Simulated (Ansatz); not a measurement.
# NbTe4 (P4cc) in Ansatz: reference runs

How does NbTe4 come out in PBEsol? The cell is run as given.

Everything below comes from runs of Ansatz 0.2.0. Logs are shortened: lines on timing, memory, paths and dates and some standing lists are left out, and cuts for length are marked.

### Step 1. The crystal as given

The structure is tetragonal, space group P4cc (No. 103). The conventional cell has a = 6.551 Å, b = 6.551 Å, c = 6.847 Å, α = 90.00°, β = 90.00°, γ = 90.00°. Te (site symmetry 1) is surrounded by 2 Nb at 2.84 to 2.97 Å and 1 Te at 2.94 Å. Nb (site symmetry 4) has 8 Te at 2.84 to 2.97 Å as nearest neighbours.

### Step 2. Single point, PBEsol

The input, input.yaml:

```yaml
crystal:
  lattice:
    - [6.551, 0.0, 0.0]
    - [0.0, 6.551, 0.0]
    - [0.0, 0.0, 6.847]
  atoms:
    - { symbol: Te, position: [0.6722, 0.856, 0.5] }
    - { symbol: Te, position: [0.144, 0.6722, 0.5] }
    - { symbol: Te, position: [0.3278, 0.144, 0.5] }
    - { symbol: Te, position: [0.856, 0.3278, 0.5] }
    - { symbol: Te, position: [0.3278, 0.856, 0.0] }
    - { symbol: Te, position: [0.856, 0.6722, 0.0] }
    - { symbol: Te, position: [0.6722, 0.144, 0.0] }
    - { symbol: Te, position: [0.144, 0.3278, 0.0] }
    - { symbol: Nb, position: [0.0, 0.0, 0.735] }
    - { symbol: Nb, position: [0.0, 0.0, 0.235] }
kpoints:
  mp_grid: { grid: [4, 4, 4] }
scf:
  occupations: { method: fermi_dirac, width: 0.05 }
hamiltonian:
  xc: pbesol
  pseudopotentials: { kind: all_electron, lapw: { basis_error: 0.001 } }
output:
  forces: true
  stress: true
  eigenvalues: true
  populations: true
```

Potentials or basis: all-electron LAPW, scalar-relativistic.

Command:

```bash
ansatz run input.yaml --threads 8 --pin off --max-ram 24576MiB --backend cpu --events-out ev --progress --plain --runs-dir out
```

Standard output:

```text
Warning: RAYON_NUM_THREADS=8 ignored (pool sized by the plan → 8); use --threads N
Te: projections on atomic orbitals take those of the free atom 1s2 2s2 2p6 3s2 3p6 3d10 4s2 4p6 4d10 5s2 5p4, of charge +0.00 (hamiltonian.pseudopotentials.projection_atoms)
Nb: projections on atomic orbitals take those of the free atom 1s2 2s2 2p6 3s2 3p6 3d10 4s2 4p6 4d4 5s1, of charge +0.00 (hamiltonian.pseudopotentials.projection_atoms)
LAPW: plane waves up to 7.766 Å⁻¹, error target 1.0e-3 eV per atom; small_component_spin mean_spin; Nb in spheres of 1.402 Å, 29 of its electrons in bands, Dirac shells []; Te in spheres of 1.443 Å, 24 of its electrons in bands, Dirac shells [] (how accurate: hamiltonian.pseudopotentials.lapw.basis_error, Limitations)
Engine: ansatz 0.2.0, x86_64-unknown-linux-gnu
Pseudopotentials: kind: all_electron
Pseudopotential: Te, LAPW, valence charge 24, lapw/all_electron/scalar/gaussian/Te, Koelling and Harmon's equation, gaussian nucleus
Pseudopotential: Nb, LAPW, valence charge 29, lapw/all_electron/scalar/gaussian/Nb, Koelling and Harmon's equation, gaussian nucleus
Functional definition: PBEsol
  exchange = pbesol_x
  correlation = pbesol_c
Crystal: 10 atoms, lattice volume = 293.843 Å³
Basis set: ecut = 229.80416649465505 eV, 2325 PW (Γ), exchange–correlation at level 2
Bands: 150, of which v1, the nominal top of the filled ones, is band 125 counted from 1 (124 counted from 0)
Symmetry: 8 space group operations
Space group: P4cc (ITA 103), of the structure as read, at distance tolerance 6.6e-5 Å
k-points: 18 of 64 (time reversal used)
Non-local potential: Te, projectors of the file, none
Non-local potential: Nb, projectors of the file, none
[... 37 lines left out ...]
  atom   4  Te     0.09877405    -0.23316154    -0.27394522
  atom   5  Te    -0.23316154     0.09877405    -0.27394522
  atom   6  Te     0.09877405     0.23316154    -0.27394522
  atom   7  Te     0.23316154    -0.09877405    -0.27394522
  atom   8  Te    -0.09877405    -0.23316154    -0.27394522
  atom   9  Nb     0.00000000    -0.00000000     1.09577514
  atom  10  Nb     0.00000000     0.00000000     1.09577514
  max |Σ_I F_I| component: 1.15e-5 eV/Å
--- Stress (GPa, compression-positive) ---
       -1.949150       0.000000      -0.000000
        0.000000      -1.949150       0.000000
       -0.000000       0.000000      -1.814551
  P = ⅓ Tr σ = -1.9043 GPa (-19.043 kbar)
--- Band table (eV; the first three rows and the last of 18) ---
  k-point 0: bands = ["-331.0278", "-331.0278", "-331.0278", "-331.0278", "-331.0226", "-331.0226", "-180.8883", "-180.8883", "-180.8829", "-180.8829", "-180.8829", "-180.8829", "-180.8814", "-180.8814", "-180.8789", "-180.8789", "-146.9147", "-146.9147", "-146.9147", "-146.9147", "-146.9146", "-146.9146", "-146.9146", "-146.9146", "-97.0995", "-97.0995", "-97.0994", "-97.0994", "-97.0977", "-97.0977", "-97.0977", "-97.0977", "-96.9890", "-96.9890", "-96.9890", "-96.9890", "-96.9890", "-96.9890", "-96.9889", "-96.9889", "-96.9676", "-96.9676", "-96.9676", "-96.9676", "-96.9675", "-96.9675", "-96.9675", "-96.9675", "-42.7953", "-42.7830", "-24.5725", "-24.5712", "-24.5621", "-24.5617", "-24.5173", "-24.5173", "-24.5160", "-24.5160", "-24.4990", "-24.4990", "-24.4959", "-24.4953", "-24.4951", "-24.4921", "-24.4912", "-24.4912", "-24.4900", "-24.4900", "-24.4900", "-24.4881", "-24.4762", "-24.4762", "-24.4721", "-24.4721", "-24.3988", "-24.3988", "-24.3970", "-24.3962", "-24.3948", "-24.3943", "-24.3943", "-24.3924", "-24.3914", "-24.3906", "-24.3881", "-24.3881", "-24.3864", "-24.3847", "-24.3846", "-24.3846", "-19.0246", "-18.8913", "-18.8913", "-18.8606", "-18.8606", "-18.8321", "-0.9546", "0.2468", "1.1893", "1.6526", "1.6526", "1.6831", "2.1056", "2.1056", "6.6856", "6.7632", "7.1665", "8.0527", "8.3045", "8.3045", "8.6092", "9.0575", "9.2686", "9.2686", "9.5756", "9.5756", "9.9753", "10.0066", "11.0825", "11.1202", "11.2710", "11.2831", "11.2831", "12.2059", "12.5735", "13.5095", "13.5095", "13.8106", "14.0650", "14.2083", "14.2083", "14.6681", "14.7387", "14.7387", "15.0367", "15.7538", "15.8070", "16.0382", "16.0382", "17.4461", "18.1129", "19.0740", "19.0740", "19.0761", "19.4155", "19.4951", "19.4951", "19.5492", "19.7675", "20.1397"]
  k-point 1: bands = ["-331.0278", "-331.0278", "-331.0278", "-331.0278", "-331.0226", "-331.0226", "-180.8883", "-180.8883", "-180.8829", "-180.8829", "-180.8829", "-180.8829", "-180.8814", "-180.8814", "-180.8789", "-180.8789", "-146.9147", "-146.9147", "-146.9147", "-146.9147", "-146.9146", "-146.9146", "-146.9146", "-146.9146", "-97.0995", "-97.0995", "-97.0994", "-97.0994", "-97.0977", "-97.0977", "-97.0977", "-97.0977", "-96.9890", "-96.9890", "-96.9890", "-96.9890", "-96.9890", "-96.9890", "-96.9889", "-96.9889", "-96.9676", "-96.9676", "-96.9676", "-96.9676", "-96.9675", "-96.9675", "-96.9675", "-96.9675", "-42.7935", "-42.7848", "-24.5724", "-24.5714", "-24.5620", "-24.5617", "-24.5171", "-24.5171", "-24.5162", "-24.5162", "-24.4990", "-24.4990", "-24.4954", "-24.4953", "-24.4952", "-24.4927", "-24.4911", "-24.4911", "-24.4902", "-24.4902", "-24.4897", "-24.4883", "-24.4756", "-24.4756", "-24.4727", "-24.4727", "-24.3982", "-24.3982", "-24.3970", "-24.3965", "-24.3950", "-24.3950", "-24.3942", "-24.3922", "-24.3918", "-24.3909", "-24.3875", "-24.3875", "-24.3860", "-24.3850", "-24.3850", "-24.3848", "-18.9968", "-18.8868", "-18.8868", "-18.8651", "-18.8651", "-18.8608", "-0.8133", "0.0227", "1.2603", "1.6105", "1.7138", "1.7138", "2.0336", "2.0336", "6.9821", "7.0801", "7.2441", "7.6582", "8.2719", "8.4014", "8.4014", "8.9808", "8.9808", "9.5743", "9.9467", "9.9467", "10.1193", "10.4320", "10.4358", "10.8854", "11.0048", "11.0048", "11.2366", "12.2738", "12.3344", "13.5096", "13.5096", "13.7352", "13.7611", "14.2375", "14.4010", "14.4010", "15.0229", "15.0229", "15.1369", "15.5651", "15.9909", "15.9909", "16.2029", "18.1130", "18.1130", "18.3353", "18.4478", "18.5555", "18.9292", "19.6351", "19.6361", "19.6361", "19.6579", "20.2129"]
  k-point 2: bands = ["-331.0278", "-331.0278", "-331.0278", "-331.0278", "-331.0226", "-331.0226", "-180.8883", "-180.8883", "-180.8829", "-180.8829", "-180.8829", "-180.8829", "-180.8814", "-180.8814", "-180.8789", "-180.8789", "-146.9147", "-146.9147", "-146.9147", "-146.9147", "-146.9146", "-146.9146", "-146.9146", "-146.9146", "-97.0995", "-97.0995", "-97.0994", "-97.0994", "-97.0977", "-97.0977", "-97.0977", "-97.0977", "-96.9890", "-96.9890", "-96.9890", "-96.9890", "-96.9890", "-96.9890", "-96.9889", "-96.9889", "-96.9676", "-96.9676", "-96.9676", "-96.9676", "-96.9675", "-96.9675", "-96.9675", "-96.9675", "-42.7892", "-42.7892", "-24.5719", "-24.5719", "-24.5619", "-24.5619", "-24.5167", "-24.5167", "-24.5167", "-24.5167", "-24.4990", "-24.4990", "-24.4953", "-24.4953", "-24.4941", "-24.4941", "-24.4907", "-24.4907", "-24.4907", "-24.4907", "-24.4890", "-24.4890", "-24.4742", "-24.4742", "-24.4742", "-24.4742", "-24.3968", "-24.3968", "-24.3967", "-24.3967", "-24.3967", "-24.3967", "-24.3929", "-24.3929", "-24.3916", "-24.3916", "-24.3862", "-24.3862", "-24.3862", "-24.3862", "-24.3853", "-24.3853", "-18.9292", "-18.9292", "-18.8760", "-18.8760", "-18.8760", "-18.8760", "-0.4341", "-0.4341", "1.4344", "1.4344", "1.8684", "1.8684", "1.8684", "1.8684", "7.1897", "7.1897", "7.5598", "7.5598", "8.6531", "8.6531", "8.6531", "8.6531", "8.6867", "8.6867", "10.4171", "10.4171", "10.4686", "10.4686", "10.4686", "10.4686", "10.4816", "10.4816", "11.7915", "11.7915", "12.8995", "12.8995", "13.7046", "13.7046", "13.9754", "13.9754", "13.9754", "13.9754", "15.3013", "15.3013", "15.6284", "15.6284", "15.6284", "15.6284", "17.6551", "17.6551", "18.3478", "18.3478", "18.6260", "18.6260", "18.6260", "18.6260", "18.9057", "18.9057", "20.1071", "20.1071"]
  k-point 17: bands = ["-331.0278", "-331.0278", "-331.0278", "-331.0278", "-331.0226", "-331.0226", "-180.8883", "-180.8883", "-180.8829", "-180.8829", "-180.8829", "-180.8829", "-180.8814", "-180.8814", "-180.8789", "-180.8789", "-146.9147", "-146.9147", "-146.9147", "-146.9147", "-146.9146", "-146.9146", "-146.9146", "-146.9146", "-97.0994", "-97.0994", "-97.0994", "-97.0994", "-97.0977", "-97.0977", "-97.0976", "-97.0976", "-96.9891", "-96.9891", "-96.9890", "-96.9890", "-96.9889", "-96.9889", "-96.9889", "-96.9889", "-96.9676", "-96.9676", "-96.9676", "-96.9676", "-96.9675", "-96.9675", "-96.9675", "-96.9675", "-42.7892", "-42.7892", "-24.5667", "-24.5667", "-24.5667", "-24.5667", "-24.5212", "-24.5212", "-24.5211", "-24.5211", "-24.4967", "-24.4967", "-24.4967", "-24.4967", "-24.4930", "-24.4930", "-24.4930", "-24.4930", "-24.4896", "-24.4896", "-24.4814", "-24.4814", "-24.4737", "-24.4737", "-24.4734", "-24.4734", "-24.3965", "-24.3965", "-24.3952", "-24.3952", "-24.3952", "-24.3952", "-24.3949", "-24.3949", "-24.3890", "-24.3890", "-24.3890", "-24.3890", "-24.3884", "-24.3884", "-24.3848", "-24.3848", "-18.9292", "-18.9292", "-18.8761", "-18.8761", "-18.8761", "-18.8761", "0.4578", "0.4578", "0.4578", "0.4578", "1.0895", "1.0895", "2.2973", "2.2973", "8.3815", "8.3815", "8.3974", "8.3974", "8.3974", "8.3974", "8.9681", "8.9681", "9.4839", "9.4839", "9.4839", "9.4839", "9.7862", "9.7862", "10.5654", "10.5654", "10.8887", "10.8887", "10.8887", "10.8887", "12.5340", "12.5340", "13.3361", "13.3361", "13.5496", "13.5496", "14.3686", "14.3686", "14.7112", "14.7112", "14.7112", "14.7112", "15.6538", "15.6538", "17.0289", "17.0289", "18.5553", "18.5553", "18.9460", "18.9460", "18.9460", "18.9460", "19.3385", "19.3385", "19.9569", "19.9569"]
--- Löwdin populations: 10 sites ---
  site symbol       q [e]
     0     Te     51.9411
     1     Te     51.9411
     2     Te     51.9411
     3     Te     51.9411
     4     Te     51.9411
     5     Te     51.9411
     6     Te     51.9411
     7     Te     51.9411
     8     Nb     40.9516
     9     Nb     40.9516
  spilling = 0.001140 (of n_electrons = 498.000000)
```

Run time: 38 s. Hardware: 8 threads of Intel Xeon Platinum 8375C at 2.90GHz (Ice Lake), shared host; peak memory 2.3 GiB.

Results:

| Item | Value |
| --- | --- |
| Free energy | -1686228.6447 eV |
| Pressure | -1.9 GPa |
| Largest force | 1.096 eV/Å |
| Band gap on the k mesh | none (metal or under the smearing width) |

Forces in eV/Å, atoms in the order of the input:
```
Te   0.233  0.099 -0.274
Te  -0.099  0.233 -0.274
Te  -0.233 -0.099 -0.274
Te   0.099 -0.233 -0.274
Te  -0.233  0.099 -0.274
Te   0.099  0.233 -0.274
Te   0.233 -0.099 -0.274
Te  -0.099 -0.233 -0.274
Nb   0.000  0.000  1.096
Nb   0.000  0.000  1.096
```

Caveat: forces of over 1 eV/Å show positions far from the minimum, so gaps and moduli don't describe the material at rest. Spin-orbit coupling is left out, which matters for the levels of Te.
